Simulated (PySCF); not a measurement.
# SeCl⁻: the SCF solver's settings

Aim: find out which solver settings change the answer for SeCl⁻.

Computed with PySCF 2.14.0. Level: each script names its method and basis.

1 further run of the same task is left out (it didn't finish).

### 1 The system as given

SeCl⁻: 2 atoms, charge -1, spin multiplicity 1.

Bond lengths: Se1–Cl2 2.185 Å.

### 2 The run that the others are compared with

Input file input.py:

```python
from pyscf import gto, scf, mp

mol = gto.M(
    atom='Se 0 0 0; Cl 0 0 2.185',
    basis='cc-pvdz',
    charge=-1,
    spin=0,
    verbose=4,
)
mf = scf.RHF(mol)
mf.kernel()
mp.MP2(mf, frozen=14).kernel()
mf.dip_moment()
print('orbital energies (hartree):', mf.mo_energy[..., max(0, mol.nelec[1]-3):mol.nelec[0]+3].round(4))
```

Started as:

```
$ OMP_NUM_THREADS=1 python input.py
```

The log of this run is left out.

In short: E(SCF) = -2859.353069 Eh, 9 cycles, E(MP2) − E(SCF) = -0.25592 Eh.

The bond length is a typed value, not an optimised one. The dipole of an ion depends on the origin.

### 3 Level shift 0.3 hartree

Edit 1 changes level shift: none → 0.3 hartree.

Input file input.py:

```python
from pyscf import gto, scf, mp

mol = gto.M(
    atom='Se 0 0 0; Cl 0 0 2.185',
    basis='cc-pvdz',
    charge=-1,
    spin=0,
    verbose=4,
)
mf = scf.RHF(mol)
mf.level_shift = 0.3
mf.kernel()
mp.MP2(mf, frozen=14).kernel()
mf.dip_moment()
print('orbital energies (hartree):', mf.mo_energy[..., max(0, mol.nelec[1]-3):mol.nelec[0]+3].round(4))
```

Started as:

```
$ OMP_NUM_THREADS=1 python input.py
```

### 4 Initial guess random

Edit 2 changes initial guess: minao → random.

Changes to input.py since step 2:

```diff
@@ -10,2 +10,3 @@
 mf = scf.RHF(mol)
+mf.init_guess = 'random'
 mf.kernel()
```

### 5 Point-group symmetry on

Edit 3 changes point-group symmetry: off → on.

Changes to input.py since step 2:

```diff
@@ -7,2 +7,3 @@
     spin=0,
+    symmetry=True,
     verbose=4,
```

### 6 Initial guess chk

Edit 4 changes initial guess: minao → chk.

Changes to input.py since step 2:

```diff
@@ -10,2 +10,3 @@
 mf = scf.RHF(mol)
+mf.init_guess = 'chk'
 mf.kernel()
```

### 7 Damping 0.5

Edit 5 changes damping: none → 0.5.

Changes to input.py since step 2:

```diff
@@ -10,2 +10,4 @@
 mf = scf.RHF(mol)
+mf.damp = 0.5
+mf.diis_start_cycle = 8
 mf.kernel()
```

Before running it: what results should come out? Wanted: for each run, E(SCF); from base; gap; after the SCF.

As calculated:

| run | E(SCF) (hartree) | from base (eV) | cycles | gap (eV) | after the SCF |
| --- | --- | --- | --- | --- | --- |
| base | -2859.353069 | 0 | 9 | 10.74 | MP2 correlation -6.964 eV, core frozen |
| level shift 0.3 hartree | -2859.353069 | 0.0000 | 11 | 10.74 | MP2 correlation -6.964 eV, core frozen |
| initial guess random | -2859.353069 | 0.0000 | 9 | 10.74 | MP2 correlation -6.964 eV, core frozen |
| point-group symmetry on | -2859.353069 | 0.0000 | 9 | 10.74 | MP2 correlation -6.964 eV, core frozen |
| initial guess chk | -2859.353069 | 0.0000 | 9 | 10.74 | MP2 correlation -6.964 eV, core frozen |
| damping 0.5 | -2859.353069 | 0.0000 | 12 | 10.74 | MP2 correlation -6.964 eV, core frozen |

Distance from each run's final energy (log10 hartree) by cycle:

| run | cycle 1 | cycle 2 | cycle 3 | cycle 5 | cycle 8 | cycle 12 |
| --- | --- | --- | --- | --- | --- | --- |
| base | -1.9 | -3.1 | -4.0 | -6.0 | -9.7 | done |
| level shift 0.3 hartree | -1.7 | -2.7 | -3.3 | -4.7 | -7.2 | done |
| initial guess random | -1.9 | -3.1 | -4.0 | -6.0 | -9.7 | done |
| point-group symmetry on | -1.9 | -3.1 | -4.0 | -6.0 | -9.7 | done |
| initial guess chk | -1.9 | -3.1 | -4.0 | -6.0 | -9.7 | done |
| damping 0.5 | -1.9 | -2.5 | -2.9 | -3.8 | -5.3 | -11.0 |

What this shows: The SCF energy stays the same, to the digits that matter, with level shift 0.3 hartree or initial guess random or point-group symmetry on or initial guess chk or damping 0.5. PySCF falls back to minao for a guess that it doesn't know or can't read, so that run repeats the base. The base needs 9 cycles and the run with damping 0.5 needs 12.
